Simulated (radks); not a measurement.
**Ga²⁺ in [Ar] 3d10 4s1: an all-electron calculation**

One table from this session's results is given with a row withheld; the runs are named, their logs left out.

Program: radks (a radial shooting solver on a logarithmic mesh, Libxc functionals) version 1. Level of theory: Dirac Kohn-Sham, revPBE, spin-unpolarised, spherical densities, finite nucleus. These are calculated values, not measurements, unless marked.

## The atom as given

- element: gallium (Z = 31)
- charge: +2
- electrons: 29
- configuration: [Ar] 3d10 4s1
- nuclear rms radius: 3.9973 fm

The outer shells:

Ga²⁺
```
[Ar] core
3d [↑↓][↑↓][↑↓][↑↓][↑↓]
4s [↑ ]
```

Set-up of the first run:

The run's settings:

```text
Z 31
configuration [Ar] 3d10 4s1
relativity Dirac
functional pbe_r,pbe
spin unpolarised
j_filling energy
nucleus finite rms 3.9973 fm
c 137.035999084
```

One table of the session follows, with a row left open; its other results are not shown here.

It belongs to the step «Radial structure». From the orbitals of this run (lengths in bohr):

```
level      <r>  outermost maximum (interpolated)  90 % within  nodes
1s1/2  0.04859                            0.0318       0.0868      0
2s1/2   0.2175                             0.182        0.337      1
2p1/2   0.1883                             0.144        0.308      0
2p3/2   0.1918                             0.147        0.313      0
3s1/2   0.6518                             0.565        0.976      2
3p1/2        ?                                 ?            ?      ?
3p3/2   0.6826                             0.570         1.05      1
3d3/2   0.7941                             0.532         1.36      0
3d5/2   0.7998                             0.535         1.37      0
4s1/2    2.082                              1.78         3.09      3
```

**Question.** Estimate the row for 3p1/2.

As computed: <r>: 0.6719; outermost maximum (interpolated): 0.562; 90 % within: 1.04; nodes: 1. In the column «<r>» it lies between 3s1/2 (0.6518) and 3p3/2 (0.6826).

Caveats from the session: Spin polarisation and multiplet splitting are left out.
